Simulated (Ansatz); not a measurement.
The same path of a periodic cell of 25 atoms, HW12C12 (surface WC(001), adsorbate H) was run twice with different band settings. Lost on the way: C24–H25. Made: C18–H25.

Theory: Ansatz 0.2.0, DFT PBE, scalar-relativistic, plane waves, PAW. Settings: PAW set soft_1, cutoff 420 eV, k mesh 3x3x1, fermi-dirac smearing 0.15 eV, no spin polarisation.

Relaxed end points:

```xyz
25
Lattice="5.7641 0.0000 0.0000 -2.8821 4.9919 0.0000 0.0000 0.0000 19.0597" Properties=species:S:1:pos:R:3
W 0.000 0.000 1.000
C 1.441 0.832 2.412
W 0.000 0.000 3.854
C 1.442 0.831 5.231
W 0.000 0.003 6.761
C 1.428 0.839 7.884
W -1.441 2.496 1.000
C 0.000 3.328 2.412
W -1.441 2.496 3.854
C 0.000 3.329 5.231
W -1.437 2.493 6.761
C 0.000 3.313 7.884
W 2.882 0.000 1.000
C 4.323 0.832 2.412
W 2.882 0.000 3.850
C 4.322 0.831 5.231
W 2.882 -0.001 6.764
C 4.336 0.838 7.884
W 1.441 2.496 1.000
C 2.882 3.328 2.412
W 1.441 2.496 3.854
C 2.882 3.328 5.249
W 1.438 2.493 6.761
C 2.882 3.327 8.002
H 0.000 -1.664 9.093
```

```xyz
25
Lattice="5.7641 0.0000 0.0000 -2.8821 4.9919 0.0000 0.0000 0.0000 19.0597" Properties=species:S:1:pos:R:3
W 0.000 0.000 1.000
C 1.441 0.832 2.412
W 0.000 0.000 3.854
C 1.441 0.833 5.231
W 0.004 -0.003 6.761
C 1.441 0.817 7.884
W -1.441 2.496 1.000
C 0.000 3.328 2.412
W -1.441 2.496 3.854
C 0.001 3.327 5.231
W -1.441 2.499 6.761
C -0.013 3.335 7.884
W 2.882 0.000 1.000
C 4.323 0.832 2.412
W 2.882 0.000 3.854
C 4.323 0.832 5.249
W 2.879 -0.003 6.761
C 4.323 0.831 8.002
W 1.441 2.496 1.000
C 2.882 3.328 2.412
W 1.441 2.496 3.850
C 2.881 3.327 5.231
W 1.441 2.495 6.764
C 2.895 3.334 7.884
H -1.441 0.832 9.093
```

Common settings: spring 5.0 eV/Å²; end points relaxed; atoms held 1, 2, 7, 8, 13, 14, 19, 20.

| run | movable images | climbing image | optimiser | start path | force threshold | iteration limit |
| --- | --- | --- | --- | --- | --- | --- |
| 1 | 5 | yes | fire | straight line | 0.03 eV/Å | 45 |
| 2 | 2 | no | quadratic models (default) | default | 0.05 eV/Å | 47 |

Task: What does each run give, and how far can it be trusted?

Result: Run 1: converged after 38 iterations, highest image 1.587 eV above the first end. By the program's own check the climbing image is of a kind that is not told: the force calls were inconclusive, a negative curvature could not be distinguished from the path's own, the only one lies far off the path, or fixed occupations may fill a level only in part (lowest curvatures found: -10.88 and 0.90 eV/Å²).
Run 2: converged after 6 iterations, highest image 0.772 eV above the first end. No image climbed, so the highest image needn't sit at the top of the path. A band with more images between the same ends climbed to 1.59 eV, so this one has probably stepped over the top.
Limits of this set-up: coarse k mesh, thin slab, slab without dipole correction, odd electron count without spin.
